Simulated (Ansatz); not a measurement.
# CH₃NO₂Si: basis-set convergence

How large a basis does CH₃NO₂Si need? Two functionals are run in growing sets.

The runs use Ansatz 0.2.0, Gaussian basis; one geometry, several basis sets.

The runs, in order: PBE0-D4/def2-SVP; ωB97M-V/def2-SVP; PBE0-D4/def2-QZVPP; ωB97M-V/def2-QZVPP; the functionals' def2-TZVPP values are taken from earlier runs.

## Step 1: The relaxed structure

An earlier PBE0-D4 in a triple-zeta def2 set relaxation fixed the geometry.

SMILES `N=C1O[SiH]1O`, 8 atoms, charge 0, spin multiplicity 1.

Atoms are counted from 1 here; the program's logs count them from 0.

Bond lengths: N1–C2 1.243 Å, N1–H6 1.023 Å, C2–O3 1.424 Å, C2–Si4 1.786 Å, O3–Si4 1.679 Å, Si4–O5 1.619 Å, Si4–H7 1.469 Å, O5–H8 0.960 Å. Angles: C2–N1–H6 111.7°, N1–C2–O3 131.1°, N1–C2–Si4 166.9°, O3–C2–Si4 61.9°, C2–O3–Si4 69.7°, C2–Si4–O3 48.4°, C2–Si4–O5 125.8°, C2–Si4–H7 125.8°, O3–Si4–O5 120.0°, O3–Si4–H7 118.1°, O5–Si4–H7 106.4°, Si4–O5–H8 119.0°.

As a file:

```
N    -0.5831    2.0084    0.5011
C    -0.0702    0.9035    0.2511
O     0.4206   -0.1178    1.1130
Si    0.5756   -0.5872   -0.4919
O    -0.3052   -1.8196   -1.0621
H    -0.6372    2.1817    1.5074
H     1.9294   -0.7599   -1.0346
H    -1.2377   -1.8663   -0.8397
```

## Step 2: PBE0-D4 in def2-SVP

Contents of in.yaml:

```yaml
crystal:
  periodic: [false, false, false]
  atoms:
    - {symbol: N, position_ang: [-0.583108, 2.008375, 0.501123]}
    - {symbol: C, position_ang: [-0.070214, 0.903543, 0.251076]}
    - {symbol: O, position_ang: [0.420607, -0.117758, 1.112994]}
    - {symbol: Si, position_ang: [0.575559, -0.587209, -0.491896]}
    - {symbol: O, position_ang: [-0.305174, -1.819608, -1.062066]}
    - {symbol: H, position_ang: [-0.637168, 2.181714, 1.507378]}
    - {symbol: H, position_ang: [1.929444, -0.759920, -1.034559]}
    - {symbol: H, position_ang: [-1.237745, -1.866340, -0.839747]}
basis:
  gaussian: {orbitals: def2-SVP}
hamiltonian: {xc: pbe0, dispersion: d4}
output: {orbitals: {seedname: orbitals}}
```

The run is started by

```
> ansatz run in.yaml --threads 2 --pin off --events-out ev --progress --plain --max-ram 4352MiB
```

The runs that follow: ωB97M-V in def2-SVP; PBE0-D4 in def2-QZVPP; ωB97M-V in def2-QZVPP.

**Question.** What will the summary of the whole plan be? Wanted: PBE0-D4: double and triple zeta above quadruple; ωB97M-V: double and triple zeta above quadruple.

As calculated:

```
                                       quantity           value
PBE0-D4: double and triple zeta above quadruple  11.79, 0.65 eV
ωB97M-V: double and triple zeta above quadruple  11.95, 0.61 eV
```

In words: For PBE0-D4 the step from double to triple zeta gains 11.14 eV and the next only 0.65 eV. Total energies overstate the basis error of differences, where much of it tends to cancel. The LUMO of ωB97M-V is positive and keeps falling with the basis (2.01 to 1.07 eV): an unbound level that the basis holds in place.
